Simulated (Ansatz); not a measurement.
# Zn (Zinc): properties at the relaxed cell

The task here is to estimate one member of a computed series from the others.

The COD entry's cell or inner coordinates are ideal or old and differ from later refinements, so a difference from it is no clean test against experiment.

Method: DFT r2SCAN, scalar-relativistic, plane waves, PAW, in Ansatz 0.2.0.

1 further run of the same task is left out (set aside as unsound or not needed).

## The system as given

The structure is hexagonal, space group P6_3/mmc (No. 194). Conventional cell: a = 2.595 Å, b = 2.595 Å, c = 4.991 Å, α = 90.00°, β = 90.00°, γ = 120.00°. Zn (site symmetry -6m2) is surrounded by 12 Zn at 2.60 to 2.91 Å.

Coordinates:

```cif
data_structure
_symmetry_space_group_name_H-M 'P 1'
_symmetry_Int_Tables_number 1
_cell_length_a 2.5953
_cell_length_b 2.5953
_cell_length_c 4.9905
_cell_angle_alpha 90.000
_cell_angle_beta 90.000
_cell_angle_gamma 120.000
_cell_volume 29.11
loop_
_atom_site_label
_atom_site_type_symbol
_atom_site_fract_x
_atom_site_fract_y
_atom_site_fract_z
_atom_site_occupancy
Zn1 Zn 0.33333 0.66667 0.25000 1
Zn2 Zn 0.66667 0.33333 0.75000 1
```

It is the result of an earlier relaxation at this level (volume 14.56 Å³/atom; gap on the mesh: none (metal)).

The first run:

The input, input.yaml:

```yaml
crystal:
  lattice:
    - [2.5953344779, 0.0, 0.0]
    - [-1.297667239, 2.2476255892, 0.0]
    - [0.0, 0.0, 4.9905328455]
  atoms:
    - { symbol: Zn, position: [0.3333333333, 0.6666666667, 0.25] }
    - { symbol: Zn, position: [0.6666666667, 0.3333333333, 0.75] }
basis:
  ecutwfc: 500
kpoints:
  mp_grid: { grid: [18, 18, 8] }
  band_path:
    path:
      - [[0.0, 0.0, 0.0], [0.5, 0.0, 0.0], [0.33333333, 0.33333333, 0.0], [0.0, 0.0, 0.0], [0.0, 0.0, 0.5], [0.5, 0.0, 0.5], [0.33333333, 0.33333333, 0.5], [0.0, 0.0, 0.5]]
      - [[0.5, 0.0, 0.5], [0.5, 0.0, 0.0]]
      - [[0.33333333, 0.33333333, 0.5], [0.33333333, 0.33333333, 0.0]]
    npoints: 14
hamiltonian:
  xc: r2scan
scf:
  occupations: { method: gaussian, width: 0.1 }
  n_extra_bands: 6
output:
  forces: true
  stress: true
  eigenvalues: true
  populations: true
  dos: { projected: true, de: 0.02, nscf_kmesh: { grid: [27, 27, 12] } }
  bader: true
  write_density: true
  write_potential: true
  elf: true
  volumetric_format: npy
```

Launch:

```bash
$ ansatz run input.yaml --threads 1 --pin off --max-ram 2560MiB --backend cpu --events-out ev --progress --plain --runs-dir out
```

Among the steps run: Electronic structure at the relaxed geometry; Point at V/V0 = 0.97; Volume × 1.03; Point at V/V0 = 0.94; The cell scaled to 1.06 of its volume.

One table of the session follows, with a row left open; its other results are not shown here.

It belongs to the step «Equation of state». 

| volume (Å³/atom) | energy above the lowest point (meV/atom) | pressure (GPa) |
| --- | --- | --- |
| 13.682 | 11.5 | 4.80 |
| 14.119 | ? | ? |
| 14.556 | 0.0 | -0.02 |
| 14.992 | 2.3 | -1.91 |
| 15.429 | 9.9 | -3.50 |

Q: Estimate the row for volume (Å³/atom) = 14.119 from the others.

Worked estimate for «energy above the lowest point (meV/atom)». A straight line through the neighbours (13.682, 11.5) and (14.556, 0.0) gives 11.5 + (0.0 − 11.5) × (14.119 − 13.682) / (14.556 − 13.682) = 5.8; a parabola fitted to 3 rows on both sides gives 3.1.

The run gave: energy above the lowest point (meV/atom): 2.4; pressure (GPa): 1.97. In «energy above the lowest point (meV/atom)» the line misses by +3.4 and the parabola by +0.7.
